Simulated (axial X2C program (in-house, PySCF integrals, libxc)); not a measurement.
**NiO⁺: bond curves with and without spin–orbit coupling**

What are the state, bond length, wavenumber and bond energy of NiO⁺, and what does spin–orbit coupling change?

The runs use an in-house X2C program for linear molecules on PySCF integrals; all-electron X2C, Ni dyall-cv3z, O dyall-av3z.

All values are calculated.

**1. Set-up**

Contents of task.json:

```json
{
 "zs": [
  28,
  8
 ],
 "q": 1,
 "bas": [
  "dyall-cv3z",
  "dyall-av3z"
 ],
 "levels": [
  "PBE0",
  "HF",
  "PBE"
 ],
 "cc": true,
 "r0": 1.58,
 "thr": -2.0,
 "nmax": 90,
 "npts": 10,
 "nst": 2,
 "ntry": 6
}
```

Keys: zs atomic numbers; q charge; bas basis sets; levels methods (HF also brings MP2); cc coupled cluster on or off; r0 starting distance in Å; thr threshold in hartree for freezing inner shells (an s shell follows its p shell); nmax most natural virtual spinors; npts points asked for on the curve; nst determinants followed; ntry starts of the search.

Run with:

```
$ python so2c.py task.json out
```

Spin-free means the one-electron spin-free X2C Hamiltonian; two-component (2c) means X2C with spin–orbit coupling and atomic mean-field two-electron Coulomb and Gaunt terms. Basis: Ni dyall-cv3z contracted to [9s9p6d3f2g], O dyall-av3z contracted to [7s6p3d2f]; Gaussian nuclei, density fitting. Masses: Ni 57.935 u, O 15.995 u.

Notation: σ, π±, δ± give the projection m of an orbital's angular momentum (0, ±1, ±2), α and β its spin, Λ and M_S the sums; ω is the projection of a spinor's total angular momentum and Ω the sum. Logs are in hartree.

The results follow Hamiltonian by Hamiltonian and level by level.

**2. Which state to follow**

PBE0 moves the distance from 1.580 Å to 1.624 Å and compares determinants there.

Spin-free determinants:

```json
{"ΔE (eV)": "0.00", "state": "M_S = 3/2, Λ = 0", "open shells": "beyond closed shells: σα, π+α, π-α"}
{"ΔE (eV)": "0.41", "state": "M_S = 1/2, Λ = 0", "open shells": "beyond closed shells: σβ, π+α, π-α"}
{"ΔE (eV)": "0.82", "state": "M_S = 3/2, Λ = 2", "open shells": "beyond closed shells: π+α, π-α, δ+α, δ+β, δ-α"}
{"ΔE (eV)": "1.13", "state": "M_S = 3/2, Λ = 3", "open shells": "beyond closed shells: σα, π+α, π+β, π-α, δ+α, δ+β, δ-α"}
{"ΔE (eV)": "1.16", "state": "M_S = 1/2, Λ = 2", "open shells": "beyond closed shells: σα, π+α, π+β"}
{"ΔE (eV)": "1.16", "state": "M_S = 3/2, Λ = 1", "open shells": "beyond closed shells: σα, π+α, π-α, π-β, δ+α, δ+β, δ-α"}
{"ΔE (eV)": "1.50", "state": "M_S = 1/2, Λ = 1", "open shells": "beyond closed shells: π+α, π+β, π-α"}
```

Two-component determinants:

```json
{"ΔE (eV)": "0.00", "state": "Ω = 3/2", "open shells": "excess of +ω over −ω: ω = 3/2"}
{"ΔE (eV)": "0.41", "state": "Ω = 1/2", "open shells": "excess of +ω over −ω: 2 × ω = -1/2, ω = 3/2"}
{"ΔE (eV)": "0.74", "state": "Ω = 7/2", "open shells": "excess of +ω over −ω: ω = -1/2, ω = 3/2, ω = 5/2"}
{"ΔE (eV)": "0.90", "state": "Ω = 1/2", "open shells": "excess of +ω over −ω: ω = 1/2"}
{"ΔE (eV)": "1.03", "state": "Ω = 9/2", "open shells": "excess of +ω over −ω: ω = 1/2, ω = 3/2, ω = 5/2"}
{"ΔE (eV)": "1.10", "state": "Ω = 5/2", "open shells": "excess of +ω over −ω: ω = 5/2"}
{"ΔE (eV)": "1.14", "state": "Ω = 5/2", "open shells": "excess of +ω over −ω: 2 × ω = 1/2, ω = 3/2"}
```

**3. PBE0, spin-free**

State followed: M_S = 3/2, Λ = 0 (beyond closed shells: σα, π+α, π-α). The scan is laid around 1.624 Å, a first estimate of the minimum, and this SCF restarts from the orbitals of the search.

The SCF at the reference distance of 1.624 Å:

```text
spin-free X2C-1e  PBE0
basis functions 159  fitting functions 881  grid points 5075
iter        total energy     max residual
   1      -1595.245056236     4.63e-05
   2      -1595.245056261     1.68e-05
   3      -1595.245056263     1.50e-05
converged
one-electron -2349.29973999  Coulomb 752.97957434  exact exchange -17.56946025  xc functional -54.34539050  nuclear repulsion 72.98996013
```

Along the bond, energies from the lowest point:

```csv
R (Å),E (eV),μ (D),HOMO (eV),LUMO (eV),iterations
1.413,0.8867,-3.35,-16.59,-11.51,28
1.478,0.3417,-3.44,-16.77,-11.49,25
1.527,0.1251,-3.47,-16.86,-11.41,23
1.575,0.0229,-3.45,-16.64,-11.26,22
1.624,0.0000,-3.39,-16.40,-11.25,3
1.681,0.0414,-3.28,-16.13,-11.27,21
1.738,0.1315,-3.14,-15.85,-11.27,18
1.811,0.2902,-2.95,-15.51,-11.26,19
1.900,0.5146,-2.69,-15.11,-11.23,18
2.030,0.8439,-2.31,-14.59,-11.15,20
```

Dipoles are positive if O is the positive end and refer to the centre of mass.

Outer orbitals at the reference distance:

| symmetry | occupied | ε (eV) | atomic character |
| --- | --- | --- | --- |
| σβ | yes | -32.34 | 78% O s, 9% Ni d, 7% Ni p |
| σα | yes | -21.02 | 57% Ni d, 38% O p, 4% O s |
| π+α | yes | -20.46 | 51% Ni d, 48% O p |
| π-α | yes | -20.46 | 51% Ni d, 48% O p |
| σβ | yes | -18.12 | 69% O p, 21% Ni d, 6% O s |
| δ-α | yes | -17.60 | 100% Ni d |
| δ+α | yes | -17.60 | 100% Ni d |
| π+α | yes | -17.45 | 49% Ni d, 47% O p, 2% Ni p |
| π-α | yes | -17.45 | 49% Ni d, 47% O p, 2% Ni p |
| π+β | yes | -16.98 | 67% Ni d, 30% O p |
| π-β | yes | -16.98 | 67% Ni d, 30% O p |
| σα | yes | -16.98 | 51% O p, 36% Ni d, 10% Ni s |
| δ+β | yes | -16.40 | 100% Ni d |
| δ-β | yes | -16.40 | 100% Ni d |
| π+β | no | -11.25 | 60% O p, 32% Ni d, 7% Ni p |
| π-β | no | -11.25 | 60% O p, 32% Ni d, 7% Ni p |
| σβ | no | -11.07 | 54% Ni d, 27% Ni s, 15% O p |
| σα | no | -9.86 | 54% Ni s, 26% Ni p, 11% O p |

PBE0 fields in the half plane through the axis: z from -2.4 to 3.9 Å across, distance from the axis 0.15 to 2.25 Å upwards; Ni lies at z = 0 and O at z = 1.624 Å; the ELF is damped to zero where the density is low.

log10 density (e/bohr³). Ten even steps from '0' (-6.11 ) to '9' (1.37 ):
```
0011222233332222211100
0112233333333333222110
0122334444444444332211
1123344555555554433221
1223455566555655544321
1234456676666666554322
1234567888767777654432
1234567898777887655432
```

ELF. Ten even steps from ' ' (0.00 ) to '@' (0.91 ):
```
                                            
                                            
                                            
                      ....::::::..          
              ........::==++++++==::        
            ..::--::..--##%%%%%%##++::      
            --##%%##::==@@%%@@@@@@##==..    
            ==##++##--++@@....@@@@##==..    
```

Re = 1.617 Å, ωe = 724 cm⁻¹, ωexe = 6.78 cm⁻¹, Be = 0.5143 cm⁻¹, De = 2.42 eV, μ = -3.40 D.

**4. HF, spin-free**

The SCF at the reference distance of 1.624 Å:

```text
spin-free X2C-1e  HF
basis functions 159  fitting functions 881  grid points 5075
iter        total energy     max residual
   1      -1593.608046532     2.40e-01
   2      -1593.657318732     5.02e-02
   3      -1593.675339759     1.08e-01
   4      -1593.682554120     4.54e-02
   5      -1593.688207644     2.02e-02
   6      -1593.690671951     1.71e-02
   7      -1593.691397927     5.67e-03
   8      -1593.691560804     1.18e-03
   9      -1593.691585786     9.80e-04
  10      -1593.691592770     3.61e-04
  11      -1593.691593804     1.20e-04
  12      -1593.691593986     5.04e-05
  13      -1593.691594011     1.98e-05
  14      -1593.691594014     3.50e-06
  15      -1593.691594014     1.16e-06
converged
one-electron -2352.06370591  Coulomb 756.04324695  exact exchange -70.66109518  xc functional 0.00000000  nuclear repulsion 72.98996013
```

No constants are quoted: the lowest point is the long end of the scan.

**5. PBE, spin-free**

Output at 1.624 Å:

```text
spin-free X2C-1e  PBE
basis functions 159  fitting functions 881  grid points 5075
iter        total energy     max residual
   1      -1595.285357881     7.97e-02
   2      -1595.289485821     4.85e-02
   3      -1595.293320372     3.15e-02
   4      -1595.294442993     1.67e-02
   5      -1595.296450996     1.10e-02
   6      -1595.296815787     1.89e-03
   7      -1595.296837581     3.36e-04
   8      -1595.296838007     1.34e-04
   9      -1595.296838084     1.21e-05
  10      -1595.296838086     4.96e-06
converged
one-electron -2348.62273211  Coulomb 752.23094468  exact exchange 0.00000000  xc functional -71.89501078  nuclear repulsion 72.98996013
```

Re = 1.608 Å, ωe = 846 cm⁻¹, ωexe = 6.07 cm⁻¹, Be = 0.52 cm⁻¹, De = 3.90 eV, μ = -3.13 D.

**6. MP2 and beyond, spin-free**

Correlated methods: 15 electrons correlated (frozen shells, counted by type: Ni 3 s, 2 p; O 1 s), 249 virtual spinors in MP2, 90 natural virtuals in coupled cluster.

Output of the correlated part at 1.624 Å:

```text
correlated 15  virtual 249  natural virtual 90  E(MP2) -0.601337335  MP2 remainder -0.054700235
iter   CCSD correlation   residual
   1     -0.482626020   2.52e-01
   2     -0.511405556   1.65e-01
   3     -0.521023556   6.81e-02
   4     -0.529700882   5.05e-02
   5     -0.533798852   2.69e-02
   6     -0.535335465   1.26e-02
   7     -0.535315918   7.28e-03
   8     -0.535992362   4.10e-03
   9     -0.535921653   1.86e-03
  10     -0.536007696   9.09e-04
  11     -0.536005384   3.22e-04
  12     -0.536008932   1.70e-04
  13     -0.536004886   7.37e-05
  14     -0.536007475   3.36e-05
  15     -0.536005799   1.64e-05
  16     -0.536005798   7.50e-06
(T) -0.024979295  T1 0.1035  D1 0.2464  max T2 0.117
```

T1 in the output is the amplitude norm over the root of the electron number; divide by √2 for the Lee–Taylor value.

MP2: Re = 1.585 Å, ωe = 574 cm⁻¹, Be = 0.5354 cm⁻¹, De = 1.41 eV.

CCSD: Re = 1.596 Å, ωe = 786 cm⁻¹, ωexe = 20.7 cm⁻¹, Be = 0.5277 cm⁻¹, De = 1.75 eV. T1 at Re = 0.075 (Lee–Taylor, the printed value over √2).

CCSD(T): Re = 1.585 Å, ωe = 942 cm⁻¹, ωexe = 17.1 cm⁻¹, Be = 0.5352 cm⁻¹, De = 2.04 eV. T1 at Re = 0.075 (Lee–Taylor, the printed value over √2).

**7. A higher determinant, spin-free**

State: M_S = 1/2, Λ = 0 (beyond closed shells: σβ, π+α, π-α).

Output at the reference distance:

```text
spin-free X2C-1e  PBE0
basis functions 159  fitting functions 881  grid points 5075
iter        total energy     max residual
   1      -1595.229962750     4.73e-05
   2      -1595.229962766     3.76e-05
   3      -1595.229962782     2.64e-05
   4      -1595.229962785     1.31e-05
converged
one-electron -2349.38429638  Coulomb 753.07378340  exact exchange -17.57057460  xc functional -54.33883534  nuclear repulsion 72.98996013
```

```csv
R (Å),E above the lowest PBE0 point (eV)
1.413,1.417
1.478,0.855
1.527,0.612
1.575,0.474
1.624,0.411
1.681,0.406
1.738,0.453
1.811,0.561
1.900,0.732
```

Re = 1.656 Å, ωe = 637 cm⁻¹, ωexe = 6.36 cm⁻¹, Be = 0.4904 cm⁻¹, μ = -3.06 D. ⟨S²⟩ = 1.77 against 0.75 for a pure state, so this determinant mixes spins. Te = 0.40 eV.

**8. The spin-free curves together**

Energy (eV) of the followed determinant, spin-free, from each level's lowest point:

```csv
R (Å),PBE0,HF,MP2,CCSD,CCSD(T),PBE
1.413,0.887,3.251,0.420,n/a,n/a,0.963
1.478,0.342,2.299,0.134,0.283,0.293,0.369
1.527,0.125,1.755,0.032,0.080,0.078,0.127
1.575,0.023,1.327,0.000,0.000,0.000,0.015
1.624,0.000,0.989,0.009,0.003,0.025,0.000
1.681,0.041,0.685,0.045,0.069,0.140,0.071
1.738,0.132,0.457,0.093,0.165,0.297,0.207
1.811,0.290,0.252,0.158,0.295,0.501,0.442
1.900,0.515,0.098,0.239,n/a,n/a,0.776
2.030,0.844,0.000,0.362,n/a,n/a,1.279
```

**9. PBE0, 2c**

State followed: Ω = 3/2 (excess of +ω over −ω: ω = 3/2). The scan is laid around 1.624 Å, a first estimate of the minimum, and this SCF restarts from the orbitals of the search.

Output at 1.624 Å:

```text
two-component X2C + atomic mean field  PBE0
basis functions 159  fitting functions 881  grid points 5075
iter        total energy     max residual
   1      -1594.812187216     5.35e-05
   2      -1594.812187276     9.39e-05
   3      -1594.812187326     5.45e-05
   4      -1594.812187342     5.67e-05
   5      -1594.812187369     1.75e-05
   6      -1594.812187374     7.63e-06
converged
one-electron -2348.22145132  Coulomb 752.76869642  exact exchange -17.56472915  xc functional -54.33062279  nuclear repulsion 72.98996013  atomic mean-field constant -0.45404067
```

Along the bond, energies from the lowest point:

```csv
R (Å),E (eV),μ (D),HOMO (eV),LUMO (eV),iterations
1.413,0.8906,-3.35,-16.58,-11.51,33
1.478,0.3442,-3.44,-16.76,-11.49,25
1.527,0.1268,-3.46,-16.77,-11.41,23
1.575,0.0237,-3.44,-16.55,-11.26,23
1.624,0.0000,-3.38,-16.32,-11.27,6
1.681,0.0405,-3.28,-16.04,-11.29,22
1.738,0.1298,-3.14,-15.77,-11.29,21
1.811,0.2876,-2.95,-15.43,-11.27,22
1.900,0.5109,-2.69,-15.03,-11.23,20
2.030,0.8392,-2.31,-14.52,-11.15,24
```

Dipoles are positive if O is the positive end and refer to the centre of mass.

Outer spinors at the reference distance:

```json
{"ω": "-1/2", "occupied": "yes", "ε (eV)": "-32.34", "atomic character": "78% O s, 9% Ni d, 7% Ni p", "λ mixture": "100% σ"}
{"ω": "1/2", "occupied": "yes", "ε (eV)": "-21.02", "atomic character": "57% Ni d, 38% O p, 4% O s", "λ mixture": "100% σ"}
{"ω": "-1/2", "occupied": "yes", "ε (eV)": "-20.49", "atomic character": "52% Ni d, 47% O p", "λ mixture": "100% π"}
{"ω": "3/2", "occupied": "yes", "ε (eV)": "-20.44", "atomic character": "50% Ni d, 48% O p", "λ mixture": "100% π"}
{"ω": "-1/2", "occupied": "yes", "ε (eV)": "-18.13", "atomic character": "69% O p, 22% Ni d, 5% O s", "λ mixture": "99% σ, 1% π"}
{"ω": "-3/2", "occupied": "yes", "ε (eV)": "-17.71", "atomic character": "99% Ni d", "λ mixture": "98% δ, 2% π"}
{"ω": "5/2", "occupied": "yes", "ε (eV)": "-17.52", "atomic character": "100% Ni d", "λ mixture": "100% δ"}
{"ω": "-1/2", "occupied": "yes", "ε (eV)": "-17.48", "atomic character": "48% Ni d, 48% O p, 2% Ni p", "λ mixture": "99% π, 1% σ"}
{"ω": "3/2", "occupied": "yes", "ε (eV)": "-17.42", "atomic character": "50% Ni d, 47% O p, 2% Ni p", "λ mixture": "100% π"}
{"ω": "1/2", "occupied": "yes", "ε (eV)": "-17.09", "atomic character": "58% Ni d, 36% O p, 3% Ni s", "λ mixture": "69% π, 31% σ"}
{"ω": "1/2", "occupied": "yes", "ε (eV)": "-16.93", "atomic character": "46% Ni d, 44% O p, 7% Ni s", "λ mixture": "69% σ, 31% π"}
{"ω": "-3/2", "occupied": "yes", "ε (eV)": "-16.92", "atomic character": "66% Ni d, 31% O p", "λ mixture": "98% π, 2% δ"}
{"ω": "3/2", "occupied": "yes", "ε (eV)": "-16.49", "atomic character": "99% Ni d", "λ mixture": "99% δ, 1% π"}
{"ω": "-5/2", "occupied": "yes", "ε (eV)": "-16.32", "atomic character": "100% Ni d", "λ mixture": "100% δ"}
{"ω": "1/2", "occupied": "no", "ε (eV)": "-11.27", "atomic character": "61% O p, 31% Ni d, 7% Ni p", "λ mixture": "100% π"}
{"ω": "-3/2", "occupied": "no", "ε (eV)": "-11.22", "atomic character": "59% O p, 34% Ni d, 7% Ni p", "λ mixture": "100% π"}
{"ω": "-1/2", "occupied": "no", "ε (eV)": "-11.07", "atomic character": "54% Ni d, 27% Ni s, 15% O p", "λ mixture": "100% σ"}
{"ω": "1/2", "occupied": "no", "ε (eV)": "-9.86", "atomic character": "54% Ni s, 26% Ni p, 11% O p", "λ mixture": "100% σ"}
```

PBE0 fields in the half plane through the axis: z from -2.4 to 3.9 Å across, distance from the axis 0.15 to 2.25 Å upwards; Ni lies at z = 0 and O at z = 1.624 Å; the ELF is damped to zero where the density is low.

log10 density (e/bohr³). Ten even steps from '0' (-6.12 ) to '9' (1.37 ):
```
0011222233332222211100
0112233333333333322110
0122334444444444332211
1123344555555554443221
1223455566555655544321
1234456676666666554322
1234567888767777654432
1234567898777887655432
```

ELF. Ten even steps from '0' (0.00 ) to '9' (0.91 ):
```
0000000000000000000000
0000000000000000000000
0000000000000000000000
0000000000011222100000
0000000111124555420000
0000001332137888752000
0000003787249899974100
0000004757359119974100
```

Re = 1.618 Å, ωe = 722 cm⁻¹, ωexe = 6.74 cm⁻¹, Be = 0.5139 cm⁻¹, De = 2.41 eV, μ = -3.39 D.

**10. HF, 2c**

Output at 1.624 Å:

```text
two-component X2C + atomic mean field  HF
basis functions 159  fitting functions 881  grid points 5075
iter        total energy     max residual
   1      -1593.175752025     2.39e-01
   2      -1593.225084289     5.01e-02
   3      -1593.243205196     1.08e-01
   4      -1593.250370113     4.53e-02
   5      -1593.255950554     2.01e-02
   6      -1593.258286882     1.63e-02
   7      -1593.258967218     5.28e-03
   8      -1593.259153505     1.92e-03
   9      -1593.259210778     1.88e-03
  10      -1593.259263284     1.61e-03
  11      -1593.259300383     1.14e-03
  12      -1593.259332897     9.06e-04
  13      -1593.259351917     7.68e-04
  14      -1593.259359879     3.48e-04
  15      -1593.259362748     3.12e-04
  16      -1593.259364655     2.76e-04
  17      -1593.259366782     2.78e-04
  18      -1593.259369400     3.18e-04
  19      -1593.259371659     2.27e-04
  20      -1593.259372671     8.24e-05
  21      -1593.259372868     3.79e-05
  22      -1593.259372887     1.13e-05
  23      -1593.259372890     3.78e-06
  24      -1593.259372890     2.00e-06
converged
one-electron -2350.98660112  Coulomb 755.83317940  exact exchange -70.64187063  xc functional 0.00000000  nuclear repulsion 72.98996013  atomic mean-field constant -0.45404067
```

No constants are quoted: the lowest point is the long end of the scan.

**11. PBE, 2c**

Output at 1.624 Å:

```text
two-component X2C + atomic mean field  PBE
basis functions 159  fitting functions 881  grid points 5075
iter        total energy     max residual
   1      -1594.852280836     7.97e-02
   2      -1594.856424691     4.84e-02
   3      -1594.860264782     3.14e-02
   4      -1594.861382608     1.67e-02
   5      -1594.863392247     1.10e-02
   6      -1594.863757269     1.90e-03
   7      -1594.863779150     2.94e-04
   8      -1594.863779578     1.17e-04
   9      -1594.863779655     1.22e-05
  10      -1594.863779657     5.07e-06
converged
one-electron -2347.54461919  Coulomb 752.02027057  exact exchange 0.00000000  xc functional -71.87535049  nuclear repulsion 72.98996013  atomic mean-field constant -0.45404067
```

Re = 1.609 Å, ωe = 845 cm⁻¹, ωexe = 6.07 cm⁻¹, Be = 0.5197 cm⁻¹, De = 3.90 eV, μ = -3.13 D.

**12. Correlated methods, 2c**

Correlated methods: 15 electrons correlated (frozen shells, counted by type: Ni 3 s, 2 p; O 1 s), 249 virtual spinors in MP2, 90 natural virtuals in coupled cluster.

Output of the correlated part at 1.624 Å:

```text
correlated 15  virtual 249  natural virtual 90  E(MP2) -0.600990277  MP2 remainder -0.054687498
iter   CCSD correlation   residual
   1     -0.482496297   2.51e-01
   2     -0.511190134   1.64e-01
   3     -0.520787667   6.80e-02
   4     -0.529401286   5.04e-02
   5     -0.533485672   2.69e-02
   6     -0.535028928   1.27e-02
   7     -0.535015897   7.35e-03
   8     -0.535690939   4.15e-03
   9     -0.535630647   1.92e-03
  10     -0.535709239   9.84e-04
  11     -0.535714208   4.34e-04
  12     -0.535717172   2.93e-04
  13     -0.535712740   2.08e-04
  14     -0.535718611   1.61e-04
  15     -0.535712637   1.21e-04
  16     -0.535713334   7.89e-05
  17     -0.535712456   4.49e-05
  18     -0.535712199   2.70e-05
  19     -0.535712833   1.91e-05
  20     -0.535713023   1.20e-05
  21     -0.535712835   7.64e-06
  22     -0.535713201   5.20e-06
  23     -0.535713011   3.63e-06
  24     -0.535713041   2.53e-06
  25     -0.535713031   1.77e-06
(T) -0.024947658  T1 0.1033  D1 0.2484  max T2 0.116
```

MP2: No constants are quoted: the reference changes its character somewhere along the scan, so the fit is set aside.

CCSD: No constants are quoted: the reference changes its character somewhere along the scan, so the fit is set aside.

CCSD(T): No constants are quoted: the reference changes its character somewhere along the scan, so the fit is set aside.

**13. A higher determinant, 2c**

State: Ω = 1/2 (excess of +ω over −ω: 2 × ω = -1/2, ω = 3/2).

Output at the reference distance:

```text
two-component X2C + atomic mean field  PBE0
basis functions 159  fitting functions 881  grid points 5075
iter        total energy     max residual
   1      -1594.797075209     6.59e-05
   2      -1594.797075256     7.39e-05
   3      -1594.797075310     3.59e-05
   4      -1594.797075319     9.98e-06
converged
one-electron -2348.30519983  Coulomb 752.86218520  exact exchange -17.56587744  xc functional -54.32410271  nuclear repulsion 72.98996013  atomic mean-field constant -0.45404067
```

```csv
R (Å),E above the lowest PBE0 point (eV)
1.413,1.422
1.478,0.859
1.527,0.614
1.575,0.475
1.624,0.411
1.681,0.405
1.738,0.451
1.811,0.558
1.900,0.727
```

Re = 1.657 Å, ωe = 635 cm⁻¹, ωexe = 6.35 cm⁻¹, Be = 0.4897 cm⁻¹, μ = -3.06 D. Te = 0.40 eV.

**14. The 2c curves together**

Energy (eV) of the followed determinant, 2c, from each level's lowest point:

```csv
R (Å),PBE0,HF (jumps),MP2 (its reference jumps),CCSD (its reference jumps),CCSD(T) (its reference jumps),PBE
1.413,0.891,2.812,1.675,n/a,n/a,0.967
1.478,0.344,1.777,1.221,0.373,0.419,0.371
1.527,0.127,1.234,0.991,0.150,0.207,0.128
1.575,0.024,1.344,0.000,0.000,0.000,0.016
1.624,0.000,1.004,0.013,0.005,0.025,0.000
1.681,0.040,0.698,0.047,0.071,0.141,0.070
1.738,0.130,0.468,0.091,0.167,0.298,0.206
1.811,0.288,0.260,0.153,0.293,0.496,0.440
1.900,0.511,0.102,0.230,n/a,n/a,0.773
2.030,0.839,0.000,0.346,n/a,n/a,1.275
```

The whole job took 4.5 min on 1 thread of Arm Neoverse V1, shared host; peak memory 0.93 GiB.

**15. What came out**

Lowest determinant that the search found at its distance, spin-free: M_S = 3/2, Λ = 0 (beyond closed shells: σα, π+α, π-α).

Lowest determinant that the search found at its distance, 2c: Ω = 3/2 (excess of +ω over −ω: ω = 3/2).

```tsv
Hamiltonian	level	Re (Å)	ωe (cm⁻¹)	De (eV)	μ (D)
spin-free	PBE0	1.617	724	2.42	-3.40
spin-free	MP2	1.585	574	1.41	n/a
spin-free	CCSD	1.596	786	1.75	n/a
spin-free	CCSD(T)	1.585	942	2.04	n/a
spin-free	PBE	1.608	846	3.90	-3.13
2c	PBE0	1.618	722	2.41	-3.39
2c	PBE	1.609	845	3.90	-3.13
```

Dipoles are positive if O is the positive end and refer to the centre of mass. No constants: spin-free HF (the lowest point is the long end of the scan); 2c HF (the lowest point is the long end of the scan); 2c MP2 (the reference changes its character somewhere along the scan, so the fit is set aside); 2c CCSD (the reference changes its character somewhere along the scan, so the fit is set aside); 2c CCSD(T) (the reference changes its character somewhere along the scan, so the fit is set aside).

Time per point (s) on 1 thread of Arm Neoverse V1, shared host (2c runs); the times are rough: PBE0 0.85, PBE 0.52.

In words: At PBE0, going from spin-free to two-component changes Re by +1 mÅ, ωe by -0.2 %; the spin-free picture holds up (part of it comes from the scalar share of the two-electron terms). De moves by -0.01 eV; both De rest on single-determinant atoms, which can miss part of an open shell's spin–orbit lowering.

De refers to Ni+ + O, each in the lowest determinant found, which need not be this curve's own limit. Each curve is one determinant whose occupation by symmetry is held fixed; it was picked as the lowest of a PBE0 search that is not exhaustive. Dissociation energies refer to the lowest single-determinant-based atoms at the same level and basis. Density functionals use the spin component along the axis (collinear). Coupled cluster ran in a truncated set of natural virtual spinors; the MP2 energy of the rest was added. With several unpaired electrons one determinant need not be a pure state. T1 at Re is 0.075 (Lee–Taylor), above the customary mark of 0.02.
